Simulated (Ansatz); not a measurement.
# Nudged elastic band run: W₈C₉F₃

The input (input.yaml):

```yaml
crystal:
  lattice:
    - [5.7988, 0.0, 0.0]
    - [0.0, 5.6546, 0.0]
    - [0.0, 0.0, 17.184923]
  atoms:
    - { symbol: W, position: [0.0, 0.0, 0.0581905] }
    - { symbol: C, position: [0.50594005, 0.24985046, 0.1471188] }
    - { symbol: W, position: [0.24284984, -0.00178988, 0.19948764] }
    - { symbol: C, position: [0.46289766, 0.25009449, 0.26220961] }
    - { symbol: W, position: [0.0, 0.5, 0.0581905] }
    - { symbol: C, position: [0.49240159, 0.74994551, 0.15408911] }
    - { symbol: W, position: [0.2427597, 0.50179881, 0.19958256] }
    - { symbol: C, position: [0.02111191, 0.74802466, 0.27486507] }
    - { symbol: W, position: [0.5, 0.0, 0.0581905] }
    - { symbol: C, position: [1.00047709, 0.25006714, 0.15391848] }
    - { symbol: W, position: [0.75145403, -0.00318629, 0.20396519] }
    - { symbol: C, position: [0.68479798, 0.24985748, 0.29639823] }
    - { symbol: W, position: [0.5, 0.5, 0.0581905] }
    - { symbol: C, position: [0.98626142, 0.75000047, 0.14420496] }
    - { symbol: W, position: [0.75130227, 0.50304287, 0.20401074] }
    - { symbol: C, position: [0.7999752, 0.75017264, 0.29658056] }
    - { symbol: C, position: [0.73415709, 0.24886523, 0.38221087] }
    - { symbol: F, position: [0.64705279, 0.44155162, 0.41874815] }
    - { symbol: F, position: [0.64194893, 0.05818477, 0.418486] }
    - { symbol: F, position: [0.96530494, 0.24568395, 0.39538773] }
basis:
  ecutwfc: 420.0
kpoints:
  mp_grid: { grid: [3, 3, 1] }
hamiltonian:
  xc: pbe
  pseudopotentials: { kind: paw, azcp: { folder: soft_1 } }
scf:
  occupations: { method: gaussian, width: 0.15 }
  lower_state_search: "off"
neb:
  images: 5
  f_tol: 0.05
  initial_path: idpp
  max_iterations: 80
  optimiser: lbfgs
  constraints: [{ sites: [0, 4, 8, 12] }]
  final_atoms:
    - { symbol: W, position: [0.0, 0.0, 0.0581905] }
    - { symbol: C, position: [0.50047709, 0.25006714, 0.15391848] }
    - { symbol: W, position: [0.25145403, -0.00318629, 0.20396519] }
    - { symbol: C, position: [0.18479798, 0.24985748, 0.29639823] }
    - { symbol: W, position: [0.0, 0.5, 0.0581905] }
    - { symbol: C, position: [0.48626142, 0.75000047, 0.14420496] }
    - { symbol: W, position: [0.25130227, 0.50304287, 0.20401074] }
    - { symbol: C, position: [0.2999752, 0.75017264, 0.29658056] }
    - { symbol: W, position: [0.5, 0.0, 0.0581905] }
    - { symbol: C, position: [1.00594005, 0.24985046, 0.1471188] }
    - { symbol: W, position: [0.74284984, -0.00178988, 0.19948764] }
    - { symbol: C, position: [0.96289766, 0.25009449, 0.26220961] }
    - { symbol: W, position: [0.5, 0.5, 0.0581905] }
    - { symbol: C, position: [0.99240159, 0.74994551, 0.15408911] }
    - { symbol: W, position: [0.7427597, 0.50179881, 0.19958256] }
    - { symbol: C, position: [0.52111191, 0.74802466, 0.27486507] }
    - { symbol: C, position: [1.23415709, 0.24886523, 0.38221087] }
    - { symbol: F, position: [1.14705279, 0.44155162, 0.41874815] }
    - { symbol: F, position: [1.14194893, 0.05818477, 0.418486] }
    - { symbol: F, position: [1.46530494, 0.24568395, 0.39538773] }
  order_check: true
```

Launched with:

```bash
$ ansatz run input.yaml --threads 4 --pin off --max-ram 10240MiB --backend cpu --events-out ev --progress --plain --runs-dir out
```

Output, in part (warnings, iteration lines):

```
NEB end point (image 0): max|allowed force component| = 2.572e-2 eV/Å (the criterion of neb.relax_end_points is 1.000e-2)
NEB end point (image 6): max|allowed force component| = 2.572e-2 eV/Å (the criterion of neb.relax_end_points is 1.000e-2)
NEB iter   1: max|band force component| = 4.497e0 eV/Å  barrier→ = 10.2433 eV  barrier← = 10.2433 eV  Δτ_max = 0.0765 Å  (84 SCF iters)
NEB iter   2: max|band force component| = 3.526e0 eV/Å  barrier→ = 9.3364 eV  barrier← = 9.3364 eV  Δτ_max = 0.2000 Å  (44 SCF iters)
NEB iter   3: max|band force component| = 2.402e0 eV/Å  barrier→ = 8.4357 eV  barrier← = 8.4357 eV  Δτ_max = 0.1718 Å  (51 SCF iters)
NEB iter   4: max|band force component| = 4.304e0 eV/Å  barrier→ = 7.8557 eV  barrier← = 7.8557 eV  Δτ_max = 0.0672 Å  (48 SCF iters)
NEB iter   5: max|band force component| = 2.227e0 eV/Å  barrier→ = 7.4856 eV  barrier← = 7.4856 eV  Δτ_max = 0.0612 Å  (42 SCF iters)
NEB iter   6: max|band force component| = 2.323e0 eV/Å  barrier→ = 7.0955 eV  barrier← = 7.0955 eV  Δτ_max = 0.0376 Å  (40 SCF iters)
NEB iter   7: max|band force component| = 2.357e0 eV/Å  barrier→ = 6.8271 eV  barrier← = 6.8271 eV  Δτ_max = 0.0387 Å  (35 SCF iters)
NEB iter   8: max|band force component| = 2.342e0 eV/Å  barrier→ = 6.5313 eV  barrier← = 6.5313 eV  Δτ_max = 0.0394 Å  (32 SCF iters)
[... lines left out ...]
NEB iter  80: max|band force component| = 1.333e0 eV/Å  barrier→ = 2.2090 eV  barrier← = 2.2090 eV  Δτ_max = 0.0191 Å  (34 SCF iters)
Error: NEB band did not converge after 80 iterations: max|band force component| = 1.33e0 eV/Å (threshold 5.0e-2); raise `neb.max_iterations` in a new run, which can start from the last band evaluated (`neb.initial_path`, with `crystal.atoms` and `neb.final_atoms` set to its first and last images), …
```

The run ended unconverged. The band didn't meet its force threshold, so its energies are provisional: the largest band force was still 1.33 eV/Å, and over the last iterations the top moved between 2.11 and 2.21 eV. Neighbouring images lie up to 2.4 Å apart, so the band is torn or far too coarse. Limits of this set-up: coarse k mesh, thin slab, slab without dipole correction, a typed lattice constant that wasn't relaxed here.

Final band (atoms are numbered from 1 in the order of the input):

| image | path coordinate (Å) | energy (eV) | C4–W11 (Å) | C4–W15 (Å) | C8–W11 (Å) |
| --- | --- | --- | --- | --- | --- |
| 0 | 0.00 | 0.00 | 2.42 | 2.42 | 2.43 |
| 1 | 2.08 | 0.61 | 2.34 | 2.34 | 2.40 |
| 2 | 4.17 | 1.12 | 2.14 | 2.14 | 2.36 |
| 3 | 6.28 | 2.21 | 2.17 | 2.17 | 2.47 |
| 4 | 8.50 | 1.82 | 2.14 | 2.14 | 3.12 |
| 5 | 10.89 | 0.62 | 3.41 | 3.41 | 3.33 |
| 6 | 13.22 | 0.00 | 3.37 | 3.37 | 3.37 |

Time of the run: 69 min on 4 threads of Arm Neoverse V2, on a shared host, peak memory 3.2 GiB.
